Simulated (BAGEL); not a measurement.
# CH5AlClN (SMILES C[NH][AlH][Cl]): HF/6-31G(d) (density fitting with qzvpp-jkfit, spherical functions)

What is the vertical singlet–triplet gap of CH5AlClN at HF/6-31G* (density fitting with qzvpp-jkfit, spherical functions)? 

The calculation is run with BAGEL 1.2.2.

3 further runs of the same task are left out: 2 that didn't finish, 1 set aside as unsound or not needed.

**1. Starting point**

CH5AlClN has 9 atoms, charge 0, and is taken as a singlet. As SMILES, `C[NH][AlH][Cl]`. The coordinates come from a PBE0-D4/def2-TZVP relaxation. This is one conformer, not always the lowest.

Bond lengths: C1–N2 1.449 Å, N2–Al3 1.758 Å, Al3–Cl4 2.100 Å, C1–H5 1.096 Å, C1–H6 1.096 Å, C1–H7 1.092 Å, N2–H8 1.010 Å, Al3–H9 1.571 Å. Some angles: C1–N2–Al3 129.6°, N2–Al3–Cl4 117.6°, C1–N2–H8 112.1°, Al3–N2–H8 118.3°, N2–C1–H5 112.1°, N2–C1–H6 112.1°, N2–C1–H7 109.8°, N2–Al3–H9 121.4°, Cl4–Al3–H9 121.0°, H5–C1–H6 107.8°.

**2. The energy at HF/6-31G(d) (density fitting with qzvpp-jkfit, spherical functions)**

Input file job.json:

```json
{ "bagel" : [

{
  "title" : "molecule",
  "basis" : "6-31gs.json",
  "df_basis" : "qzvpp-jkfit",
  "angstrom" : true,
  "geometry" : [
    { "atom" : "C", "xyz" : [    0.028900,    0.778500,   -1.025000 ] },
    { "atom" : "N", "xyz" : [    0.123600,   -0.496400,   -0.343900 ] },
    { "atom" : "Al", "xyz" : [   -0.042100,   -0.867100,    1.366100 ] },
    { "atom" : "Cl", "xyz" : [   -0.436800,    0.728800,    2.673300 ] },
    { "atom" : "H", "xyz" : [    0.959000,    1.039800,   -1.542200 ] },
    { "atom" : "H", "xyz" : [   -0.780900,    0.792500,   -1.763200 ] },
    { "atom" : "H", "xyz" : [   -0.175600,    1.570200,   -0.301800 ] },
    { "atom" : "H", "xyz" : [    0.313300,   -1.255600,   -0.982100 ] },
    { "atom" : "H", "xyz" : [    0.099100,   -2.337000,    1.901900 ] }
  ]
},
{ "title" : "hf" },
{ "title" : "print", "file" : "orbitals.molden", "orbitals" : true }

]}
```

The basis set 6-31G* is read from a file made from the Basis Set Exchange's data (not shown).

Started as:

```
$ BAGEL_NUM_THREADS=1 BAGEL job.json > job.out
```

What it wrote:

```text
* using 1 threads per process

  ===============================================================
  ===============================================================

  *** Geometry ***

  { "atom" : "C", "xyz" : [      0.054613,      1.471152,     -1.936969 ] },
  { "atom" : "N", "xyz" : [      0.233570,     -0.938060,     -0.649877 ] },
  { "atom" : "Al", "xyz" : [     -0.079557,     -1.638582,      2.581555 ] },
  { "atom" : "Cl", "xyz" : [     -0.825432,      1.377232,      5.051805 ] },
  { "atom" : "H", "xyz" : [      1.812247,      1.964937,     -2.914336 ] },
  { "atom" : "H", "xyz" : [     -1.475687,      1.497608,     -3.331965 ] },
  { "atom" : "H", "xyz" : [     -0.331836,      2.967248,     -0.570319 ] },
  { "atom" : "H", "xyz" : [      0.592051,     -2.372740,     -1.855900 ] },
  { "atom" : "H", "xyz" : [      0.187272,     -4.416290,      3.594070 ] },

  Number of auxiliary basis functions:      498

  Since a DF basis is specified, we compute 2- and 3-index integrals:
    o Being stored without compression. Storage requirement is 0.022 GB

  Number of basis functions:       74
  Number of electrons      :       48

    * METHOD: MOLECULE                             0.25

  *** RHF ***

  === Nuclear Repulsion ===
   194.6379180960

      * DIIS with orbital gradients will be used.

  === RHF iteration (6-31gs.json) ===
      0       -796.51796132          0.02019795           0.06
      1       -796.64503676          0.01276872           0.06
      2       -796.70514554          0.00155749           0.06
      3       -796.70659826          0.00026704           0.06
      4       -796.70666350          0.00006564           0.06
      5       -796.70666720          0.00001688           0.06
      6       -796.70666744          0.00000591           0.06
      7       -796.70666748          0.00000180           0.06
      8       -796.70666748          0.00000063           0.06
      9       -796.70666748          0.00000018           0.06
     10       -796.70666748          0.00000006           0.06
     11       -796.70666748          0.00000002           0.06
     12       -796.70666748          0.00000000           0.06
    * SCF iteration converged.

    * Permanent dipole moment:
           (   -0.180218,     0.462161,     0.894571) a.u.

    * METHOD: HF                                   0.95

    * METHOD: PRINT                                0.01

  ===============================================================
```

Run time: 1.5 s. Hardware: 1 thread of Intel Xeon Platinum 8488C (Sapphire Rapids), shared host; peak memory 0.11 GiB.

**3. The triplet**

Input file job.json:

```json
{ "bagel": [

{
  "title": "molecule",
  "basis": "6-31gs.json",
  "df_basis": "qzvpp-jkfit",
  "angstrom": true,
  "geometry": [
    { "atom": "C", "xyz": [       0.028900,       0.778500,      -1.025000 ] },
    { "atom": "N", "xyz": [       0.123600,      -0.496400,      -0.343900 ] },
    { "atom": "Al", "xyz": [      -0.042100,      -0.867100,       1.366100 ] },
    { "atom": "Cl", "xyz": [      -0.436800,       0.728800,       2.673300 ] },
    { "atom": "H", "xyz": [       0.959000,       1.039800,      -1.542200 ] },
    { "atom": "H", "xyz": [      -0.780900,       0.792500,      -1.763200 ] },
    { "atom": "H", "xyz": [      -0.175600,       1.570200,      -0.301800 ] },
    { "atom": "H", "xyz": [       0.313300,      -1.255600,      -0.982100 ] },
    { "atom": "H", "xyz": [       0.099100,      -2.337000,       1.901900 ] }
  ]
},

{ "title": "uhf", "nopen": 2 },

{ "title": "print", "file": "orbitals.molden", "orbitals": true }

]}
```

The basis set 6-31G* is read from a file made from the Basis Set Exchange's data (not shown).

Started as:

```
$ BAGEL_NUM_THREADS=1 BAGEL job.json > job.out
```

What it wrote:

```text
* using 1 threads per process

  ===============================================================
  ===============================================================

  *** Geometry ***

  { "atom" : "C", "xyz" : [      0.054613,      1.471152,     -1.936969 ] },
  { "atom" : "N", "xyz" : [      0.233570,     -0.938060,     -0.649877 ] },
  { "atom" : "Al", "xyz" : [     -0.079557,     -1.638582,      2.581555 ] },
  { "atom" : "Cl", "xyz" : [     -0.825432,      1.377232,      5.051805 ] },
  { "atom" : "H", "xyz" : [      1.812247,      1.964937,     -2.914336 ] },
  { "atom" : "H", "xyz" : [     -1.475687,      1.497608,     -3.331965 ] },
  { "atom" : "H", "xyz" : [     -0.331836,      2.967248,     -0.570319 ] },
  { "atom" : "H", "xyz" : [      0.592051,     -2.372740,     -1.855900 ] },
  { "atom" : "H", "xyz" : [      0.187272,     -4.416290,      3.594070 ] },

  Number of auxiliary basis functions:      498

  Since a DF basis is specified, we compute 2- and 3-index integrals:
    o Being stored without compression. Storage requirement is 0.022 GB

  Number of basis functions:       74
  Number of electrons      :       48

    * METHOD: MOLECULE                             0.25

  *** Open-shell HF ***

  === Nuclear Repulsion ===
   194.6379180960

      * DIIS with orbital gradients will be used.

  === UHF iteration (6-31gs.json) ===
      0       -796.31940470          0.03042918           0.14
      1       -796.45599543          0.01722552           0.12
      2       -796.49345891          0.00895308           0.12
      3       -796.50549337          0.00243154           0.14
      4       -796.50950586          0.00070244           0.17
      5       -796.50987365          0.00025167           0.14
      6       -796.51001087          0.00014495           0.12
      7       -796.51007924          0.00011533           0.12
      8       -796.51015971          0.00005746           0.12
      9       -796.51017810          0.00001909           0.12
     10       -796.51017995          0.00001222           0.12
     11       -796.51018083          0.00001311           0.13
     12       -796.51018072          0.00001252           0.12
     13       -796.51018031          0.00000593           0.12
     14       -796.51018042          0.00000242           0.12
     15       -796.51018045          0.00000084           0.12
     16       -796.51018046          0.00000042           0.12
     17       -796.51018046          0.00000023           0.12
     18       -796.51018046          0.00000016           0.11
     19       -796.51018046          0.00000017           0.12
     20       -796.51018046          0.00000017           0.12
     21       -796.51018046          0.00000016           0.12
     22       -796.51018046          0.00000011           0.12
     23       -796.51018046          0.00000007           0.12
     24       -796.51018046          0.00000005           0.12
     25       -796.51018046          0.00000003           0.12
     26       -796.51018046          0.00000002           0.12
     27       -796.51018046          0.00000001           0.12
    * SCF iteration converged.

    * S^2 (UHF) is 2.0128

    * Permanent dipole moment:
           (   -0.238640,    -0.288466,     2.190885) a.u.

    * METHOD: UHF                                  3.65

    * METHOD: PRINT                                0.01

  ===============================================================
```

Wall time 4.5 s (1 thread of Intel Xeon Platinum 8488C (Sapphire Rapids), shared host); peak memory 0.11 GiB.

**4. Results**

Level: HF/6-31G* (density fitting with qzvpp-jkfit, spherical functions).

```
                                        quantity          value
                           singlet: total energy  -796.70667 Eh
                          singlet: dipole moment         2.60 D
                            singlet: HOMO energy      -10.28 eV
                            singlet: LUMO energy        2.25 eV
                          singlet: HOMO–LUMO gap       12.53 eV
                           triplet: total energy  -796.51018 Eh
                          triplet: dipole moment         5.65 D
                                   triplet: ⟨S²⟩          2.013
vertical energy of the triplet above the singlet       5.347 eV
```

**Reading.** At this shape the triplet lies 5.35 eV (516 kJ/mol) above the singlet.
